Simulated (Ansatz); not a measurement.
# GeW: the cost of one run

Method: DFT PBE, scalar-relativistic, plane waves, PAW, in Ansatz 0.2.0.

## 1. Starting point

Symmetry: P4/mmm, No. 123, tetragonal system. Conventional cell: a = 2.998 Å, b = 2.998 Å, c = 3.930 Å, α = 90.00°, β = 90.00°, γ = 90.00°. Ge (site symmetry 4/mmm) has 8 W at 2.89 Å and 4 Ge at 3.00 Å as nearest neighbours. W (site symmetry 4/mmm) is surrounded by 8 Ge at 2.89 Å and 4 W at 3.00 Å.

As a file:

```
Ge W
1.0
     2.99831    0.00000    0.00000
     0.00000    2.99831    0.00000
     0.00000    0.00000    3.92993
Ge W
1 1
Direct
  0.50000 0.50000 0.50000
  0.00000 0.00000 0.00000
```

This is candidate A: CuAu (L1_0) type (P4/mmm, No. 123).

(A quick probe on a coarse mesh, which set the mesh and smearing, is not shown.)

## 3. Coarse relaxation (candidate A)

The input, input.yaml:

```yaml
crystal:
  lattice:
    - [2.9983100207, 0.0, 0.0]
    - [0.0, 2.9983100207, 0.0]
    - [0.0, 0.0, 3.9299277772]
  atoms:
    - { symbol: Ge, position: [0.5, 0.5, 0.5] }
    - { symbol: W, position: [0.0, 0.0, 0.0] }
basis:
  ecutwfc: 420
kpoints:
  mp_grid: { grid: [6, 6, 4] }
hamiltonian:
  xc: pbe
scf:
  occupations: { method: gaussian, width: 0.1 }
  lower_state_search: "off"
output:
  forces: true
  stress: true
  eigenvalues: true
relax:
  adjacent_minimum: "off"
  f_tol: 0.04
  max_steps: 70
  cell: { stress_tol: 0.4 }
```

Launch:

```sh
ansatz run input.yaml --threads 1 --pin off --max-ram 2560MiB --backend cpu --events-out ev --progress --plain --runs-dir out
```

**Question.** How long does this run take on 1 thread of Arm Neoverse N1, shared host, and how much memory does it need?

About 19 s, with a peak of 0.31 GiB.
